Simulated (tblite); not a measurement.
# C9H18Ge: the cost of one run

Computed with tblite 0.8.0 and PySCF 2.14.0, with density-fitted response routines of our own, on a single molecule in the gas phase. Atoms count from 0, in the outputs and in this text.

## Step 1: Starting geometry

28 atoms, charge 0, multiplicity 1; geometry from: force field or distance geometry start.

Bonds of the start (Å): C0–C1 1.48, C1–C2 1.33, C2–C3 1.51, C2–C4 1.47, C4–Ge5 1.97, Ge5–C6 1.95, C6–C7 1.52, C7–C8 1.50, C8–C9 1.49, C8–C4 1.47, C0–H10 1.12, C0–H11 1.12, C0–H12 1.11, C1–H13 1.11, C3–H14 1.09, C3–H15 1.11, C3–H16 1.12, C4–H17 1.12, Ge5–H18 1.53, Ge5–H19 1.55, C6–H20 1.10, C6–H21 1.11, C7–H22 1.12, C7–H23 1.12, C8–H24 1.12, C9–H25 1.09, C9–H26 1.11, C9–H27 1.13.

## Step 2: Relaxing the molecule with GFN2-xTB

What the job is given:

```
{"job": {"kind": "relax", "xc": "GFN2-xTB", "basis": "xTB"}, "charge": 0, "multiplicity": 1}
C      3.036700    -0.907500    -0.737900
C      2.514100     0.181200     0.116200
C      1.224700     0.478100     0.246000
C      0.917100     1.628800     1.169700
C      0.182200    -0.256900    -0.488500
Ge    -0.904000     1.013700    -1.539900
C     -2.593500     0.392300    -0.801100
C     -2.148600    -1.013800    -0.448800
C     -0.851000    -0.957800     0.295900
C     -1.051800    -0.536700     1.714900
H      2.385700    -1.814600    -0.752100
H      4.009600    -1.213100    -0.274500
H      3.223800    -0.533800    -1.770800
H      3.270400     0.753100     0.695100
H     -0.140700     1.872700     1.259300
H      1.422800     2.517100     0.725800
H      1.452500     1.461100     2.134200
H      0.590300    -0.981500    -1.231900
H     -0.764600     0.700800    -3.032400
H     -0.594800     2.484700    -1.178200
H     -3.344900     0.397000    -1.600100
H     -2.889400     0.995000     0.077000
H     -1.998600    -1.600700    -1.388900
H     -2.966600    -1.501200     0.143700
H     -0.513400    -2.027300     0.355300
H     -0.144600    -0.337800     2.290500
H     -1.829800     0.256300     1.798900
H     -1.514500    -1.421800     2.236800
```

Launch:

```sh
$ OMP_NUM_THREADS=1 python probes_run.py task.json out
```

This one command runs all jobs of the session in turn.

**Question.** How long does this first job take on 1 thread of AMD EPYC, shared host, and how much memory does it need?

About 4.2 s, with a peak of 0.19 GiB.
